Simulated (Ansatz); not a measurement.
Write the native input for Ansatz 0.2.0 that does the following.

| Property | Result |
| --- | --- |
| Task | single point |
| Functional | LDA |
| Potentials or basis | all-electron LAPW, scalar-relativistic |
| Cutoff | 238 eV (chosen from the basis error) |
| Basis error allowed | 0.001 eV/atom |
| k mesh | 6 × 6 × 5 |
| Occupations | gaussian, width 0.05 eV |
| Spin | collinear spin, ferromagnetic start |
| Starting moments | [0.6, 0.0] μB |
| Hubbard terms | Cu d U = 5 eV |

Crystal: CuSe.

```
CELL_PARAMETERS angstrom
3.60866 0.00000 0.00000
-1.80433 3.12519 0.00000
0.00000 0.00000 3.52187
ATOMIC_POSITIONS crystal
Cu 0.00000 0.00000 0.00000
Se 0.66667 0.33333 0.50000
```

The cell comes from a database or a generator and needn't be the stable form of this composition.

These files were run (other wordings do the same):

input.yaml

```yaml
crystal:
  lattice:
    - [3.60865777, 0.0, 0.0]
    - [-1.80432888, 3.1251893, 0.0]
    - [0.0, 0.0, 3.52187119]
  atoms:
    - { symbol: Cu, position: [0.0, 0.0, 0.0], spin: 0.6 }
    - { symbol: Se, position: [0.6666666667, 0.3333333333, 0.5] }
kpoints:
  mp_grid: { grid: [6, 6, 5] }
scf:
  occupations: { method: gaussian, width: 0.05 }
hamiltonian:
  xc: lda
  pseudopotentials: { kind: all_electron, lapw: { basis_error: 0.001 } }
  hubbard:
    sites: [{ species: Cu, l: d, u_eff: 5 }]
    double_counting: fll
    projectors: ortho-atomic
magnetization:
  spin_polarized: true
output:
  forces: true
  stress: true
  eigenvalues: true
```

Potentials or basis: all-electron LAPW, scalar-relativistic.

Command:

```bash
$ ansatz run input.yaml --threads 1 --pin off --max-ram 3072MiB --backend cpu --events-out ev --progress --plain --runs-dir out
```

Results of the run:

```yaml
Pressure: -12.8 GPa
Band_gap_on_the_k_mesh: none (metal or under the smearing width)
Net_moment: 0.00 μB per cell
Absolute_moment: 0.00 μB per cell
```

Caveat: the k mesh is thin for a metal, which can move the energy by tens of meV per atom; U is the effective U less J, on atomic orbitals that reach past the spheres; the starting moments weren't kept.

Run time: 23 s on 1 thread of Arm Neoverse V2, with other jobs on the host, peak memory 0.33 GiB.
